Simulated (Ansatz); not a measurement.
# Sn3PbSe4: the cost of one run

Method: DFT r2SCAN, scalar-relativistic, plane waves, PAW, in Ansatz 0.2.0.

1 further run of the same task is left out (set aside as unsound or not needed). Runs told in other sessions of the task aren't counted.

## Step 1: The structure to begin with

The structure is orthorhombic, space group Pmmm (No. 47). The conventional cell has a = 4.313 Å, b = 6.102 Å, c = 8.630 Å, α = 90.00°, β = 90.00°, γ = 90.00°. Around Sn (site symmetry mm2) lie 6 Se at 3.04 to 3.06 Å. Sn (site symmetry mmm) has 6 Se at 3.01 to 3.05 Å in its first shell of neighbours. Pb (site symmetry mmm) is surrounded by 6 Se at 3.05 to 3.09 Å. Se (site symmetry mm2) is surrounded by 4 Sn at 3.01 to 3.05 Å and 2 Pb at 3.09 Å. Se (site symmetry mmm) is surrounded by 2 Pb at 3.05 Å and 4 Sn at 3.06 Å. Se (site symmetry mmm) is surrounded by 6 Sn at 3.04 to 3.05 Å.

Structure file:

```xyz
8
Lattice="4.3129 0.0000 0.0000 0.0000 6.1019 0.0000 0.0000 0.0000 8.6297" Properties=species:S:1:pos:R:3 pbc="T T T"
Sn    0.0000    0.0000    6.4628
Sn    0.0000    0.0000    2.1669
Sn    2.1565    3.0510    4.3149
Pb    2.1565    3.0510    0.0000
Se    0.0000    3.0510    6.4188
Se    2.1565    0.0000    0.0000
Se    0.0000    3.0510    2.2109
Se    2.1565    0.0000    4.3149
```

It is the end of an earlier relaxation with the same method, from a generated guess; it needn't be the stable form of this composition. At a tolerance of 0.02 Å it has space group Pmmm (No. 47); it has 28.39 Å³/atom, an uncorrected energy of -0.46 eV/atom over the elements and, on its mesh, gap 0.10 eV.

## Step 2: Level of theory: r2SCAN

input.yaml

```yaml
crystal:
  lattice:
    - [4.312911, 0.0, 0.0]
    - [0.0, 6.101932, 0.0]
    - [0.0, 0.0, 8.629712]
  atoms:
    - { symbol: Sn, position: [0.0, 0.0, 0.748899] }
    - { symbol: Sn, position: [0.0, 0.0, 0.251101] }
    - { symbol: Sn, position: [0.5, 0.5, 0.5] }
    - { symbol: Pb, position: [0.5, 0.5, 0.0] }
    - { symbol: Se, position: [0.0, 0.5, 0.743803] }
    - { symbol: Se, position: [0.5, 0.0, 0.0] }
    - { symbol: Se, position: [0.0, 0.5, 0.256197] }
    - { symbol: Se, position: [0.5, 0.0, 0.5] }
basis:
  ecutwfc: 500
kpoints:
  mp_grid: { grid: [8, 6, 4] }
  band_path:
    path:
      - [[0.0, 0.0, 0.0], [0.5, 0.0, 0.0], [0.5, 0.5, 0.0], [0.0, 0.5, 0.0], [0.0, 0.0, 0.0], [0.0, 0.0, 0.5], [0.5, 0.0, 0.5], [0.5, 0.5, 0.5], [0.0, 0.5, 0.5], [0.0, 0.0, 0.5]]
      - [[0.5, 0.0, 0.0], [0.5, 0.0, 0.5]]
      - [[0.0, 0.5, 0.0], [0.0, 0.5, 0.5]]
      - [[0.5, 0.5, 0.0], [0.5, 0.5, 0.5]]
    npoints: 14
hamiltonian:
  xc: r2scan
scf:
  occupations: { method: gaussian, width: 0.01 }
  n_extra_bands: 20
output:
  forces: true
  stress: true
  eigenvalues: true
  populations: true
  dos: { projected: true, de: 0.02, nscf_kmesh: { grid: [10, 8, 5] } }
  bader: true
  write_density: true
  write_potential: true
  elf: true
  volumetric_format: npy
```

On the command line:

```
> ansatz run input.yaml --threads 4 --pin off --max-ram 8192MiB --backend cpu --events-out ev --progress --plain --runs-dir out
```

**Question.** How long does this run take on 4 threads of Arm Neoverse V1, shared host, and how much memory does it need?

About 2.2 min, with a peak of 2.7 GiB.
